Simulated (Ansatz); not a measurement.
# H: the cost of one run

Method: DFT PBE+D3(BJ), plane waves, PAW, scalar-relativistic, no spin polarisation, in Ansatz 0.2.0.

## Step 1: The starting structure

The cell holds 20 atoms (H20): a = 6.694 Å, b = 6.694 Å, c = 6.694 Å, α = 90.00°, β = 90.00°, γ = 90.00°.

Its coordinates follow in the input file.

## Step 2: Preparing the start

input.yaml reads:

```yaml
accuracy: low
crystal:
  lattice:
    - [6.69433, 0.0, 0.0]
    - [0.0, 6.69433, 0.0]
    - [0.0, 0.0, 6.69433]
  atoms:
    - { symbol: H, position: [0.3370292, 0.9977998, 0.4695017] }
    - { symbol: H, position: [0.3404988, 0.998764, 0.3594427] }
    - { symbol: H, position: [0.6284735, 0.2488996, 0.105863] }
    - { symbol: H, position: [0.58888, 0.3168055, 0.1829804] }
    - { symbol: H, position: [0.7669308, 0.8779628, 0.7946745] }
    - { symbol: H, position: [0.8002082, 0.7802749, 0.7562601] }
    - { symbol: H, position: [0.2234921, 0.2403395, 0.1213661] }
    - { symbol: H, position: [0.1934435, 0.2682966, 0.0191827] }
    - { symbol: H, position: [0.850192, 0.900933, 0.4597603] }
    - { symbol: H, position: [0.8405002, 0.9369023, 0.3561348] }
    - { symbol: H, position: [0.604333, 0.8633165, 0.058201] }
    - { symbol: H, position: [0.5219705, 0.8210132, 0.1178065] }
    - { symbol: H, position: [0.5422036, 0.5352488, 0.8004791] }
    - { symbol: H, position: [0.594318, 0.5262055, 0.8970621] }
    - { symbol: H, position: [0.0543443, 0.6819497, 1.0328964] }
    - { symbol: H, position: [0.0466316, 0.6341929, 0.9339734] }
    - { symbol: H, position: [0.5669242, 0.570255, 0.4173115] }
    - { symbol: H, position: [0.5879625, 0.6640506, 0.3635923] }
    - { symbol: H, position: [0.0721222, 0.0698168, 0.3702961] }
    - { symbol: H, position: [0.0852541, 0.0665492, 0.2610128] }
basis:
  ecutwfc: 420.0
kpoints:
  mp_grid: { grid: [1, 1, 1] }
hamiltonian:
  xc: pbe
  dispersion: d3bj
scf:
  occupations: { method: fermi_dirac, width: 0.02 }
  lower_state_search: "off"
relax:
  f_tol: 0.3
  max_steps: 15
  adjacent_minimum: "off"
```

Run with:

```sh
$ ansatz run input.yaml --threads 1 --pin off --max-ram 3072MiB --backend cpu --events-out ev --progress --plain --runs-dir out
```

What time and memory should one allow on 1 thread of Arm Neoverse V1, shared host?

About 2.1 s, with a peak of 0.26 GiB.
